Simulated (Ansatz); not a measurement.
# C₂H₁₀O₂SSi₂: one species, many methods

One table from this session's results is given with a row withheld; the runs are named, their logs left out.

Computed with Ansatz 0.2.0, Gaussian basis. Level: functionals in def2-TZVPP, the program's frozen cores in correlated methods.

Plan: LDA (SPW92), PBE-D4, revPBE-D4, BLYP-D4, r2SCAN-D4, B97M-V, PBE0-D4, B3LYP-D4, r2SCANh-D4, r2SCAN0-D4, HSE06-D4, BHLYP-D4, CAM-B3LYP-D4, LC-ωPBE, ωB97X-V, ωB97M-V, B2PLYP, PBE-QIDH; CCSD(T)/def2-SVP; CCSD(T)/def2-TZVPP; MP2/def2-QZVPP; extrapolation to the limit; RPA on PBE.

### Structure used throughout

All runs share one geometry, relaxed beforehand with PBE0-D4 in a triple-zeta def2 set.

SMILES `CO[SiH2]S[SiH2]OC`, 17 atoms, charge 0, spin multiplicity 1.

Atoms are counted from 1 here; the program's logs count them from 0.

Bond lengths: C1–O2 1.410 Å, C1–H8 1.095 Å, C1–H9 1.096 Å, C1–H10 1.091 Å, O2–Si3 1.642 Å, Si3–S4 2.118 Å, Si3–H11 1.489 Å, Si3–H12 1.486 Å, S4–Si5 2.146 Å, Si5–O6 1.633 Å, Si5–H13 1.482 Å, Si5–H14 1.478 Å, O6–C7 1.408 Å, C7–H15 1.095 Å, C7–H16 1.095 Å, C7–H17 1.091 Å. Angles: O2–C1–H8 111.2°, O2–C1–H9 111.7°, O2–C1–H10 108.2°, H8–C1–H9 108.6°, H8–C1–H10 108.5°, H9–C1–H10 108.6°, C1–O2–Si3 123.0°, O2–Si3–S4 108.4°, O2–Si3–H11 108.3°, O2–Si3–H12 112.2°, S4–Si3–H11 112.0°, S4–Si3–H12 107.3°, H11–Si3–H12 108.8°, Si3–S4–Si5 101.2°, S4–Si5–O6 115.0°, S4–Si5–H13 109.9°, S4–Si5–H14 103.1°, O6–Si5–H13 109.8° and more.

The first run:

File in.yaml:

```yaml
crystal:
  periodic: [false, false, false]
  atoms:
    - {symbol: C, position_ang: [-0.702674, -0.151060, 2.226715]}
    - {symbol: O, position_ang: [-0.075801, 0.636690, 1.239905]}
    - {symbol: Si, position_ang: [-0.904400, 1.624132, 0.223574]}
    - {symbol: S, position_ang: [0.401936, 2.231270, -1.328940]}
    - {symbol: Si, position_ang: [1.634272, 0.487629, -1.541188]}
    - {symbol: O, position_ang: [0.843457, -0.864530, -2.003799]}
    - {symbol: C, position_ang: [0.131087, -1.735458, -1.157053]}
    - {symbol: H, position_ang: [-1.051997, 0.465226, 3.061741]}
    - {symbol: H, position_ang: [-1.556580, -0.705674, 1.819827]}
    - {symbol: H, position_ang: [0.028243, -0.866615, 2.606844]}
    - {symbol: H, position_ang: [-2.080340, 0.874861, -0.299094]}
    - {symbol: H, position_ang: [-1.385622, 2.854336, 0.903758]}
    - {symbol: H, position_ang: [2.368450, 0.232814, -0.279354]}
    - {symbol: H, position_ang: [2.537410, 0.849056, -2.654288]}
    - {symbol: H, position_ang: [-0.893609, -1.380509, -1.007758]}
    - {symbol: H, position_ang: [0.613516, -1.834829, -0.178867]}
    - {symbol: H, position_ang: [0.092654, -2.717330, -1.632023]}
basis:
  gaussian: {orbitals: def2-TZVPP}
hamiltonian: {xc: lda}
output: {orbitals: {seedname: orbitals}}
```

Steps of the session up to this table: LDA; PBE-D4 (GGA); revPBE-D4 (GGA); BLYP-D4 (GGA); r2SCAN-D4 (meta-GGA); B97M-V (meta-GGA); PBE0-D4 (hybrid); B3LYP-D4 (hybrid); r2SCANh-D4 (hybrid); r2SCAN0-D4 (hybrid); HSE06-D4 (hybrid); BHLYP-D4 (hybrid); CAM-B3LYP-D4 (range-separated); LC-ωPBE (range-separated); ωB97X-V (range-separated); ωB97M-V (range-separated); B2PLYP (double hybrid); PBE-QIDH (double hybrid).

One table of the session follows, with a row left open; its other results are not shown here.

It belongs to the step «Orbital energies across the functionals». 

```
  functional  HOMO (eV)  gap (eV)
 LDA (SPW92)      -6.35      5.06
      PBE-D4      -6.25      5.26
   revPBE-D4      -6.21      5.35
     BLYP-D4      -6.08      5.27
   r2SCAN-D4      -6.54      5.89
      B97M-V      -6.70      5.86
     PBE0-D4      -7.47      7.34
    B3LYP-D4          ?         ?
  r2SCANh-D4      -6.99      6.63
  r2SCAN0-D4      -7.66      7.74
    HSE06-D4      -7.07      6.57
    BHLYP-D4      -8.52      9.33
CAM-B3LYP-D4      -8.75      9.66
     LC-ωPBE     -10.13     12.19
     ωB97X-V      -9.80     11.70
     ωB97M-V      -9.64     11.26
```

**Question.** Estimate the row for B3LYP-D4.

Worked estimate for «HOMO (eV)». Against the share of exact exchange, BLYP-D4 (0, -6.08), BHLYP-D4 (0.5, -8.52) give a slope of -4.88 per unit share; at 0.2 the line stands at -7.06.

**Answer.** HOMO (eV): -7.21; gap (eV): 6.92. In «HOMO (eV)» the line misses by +0.15.
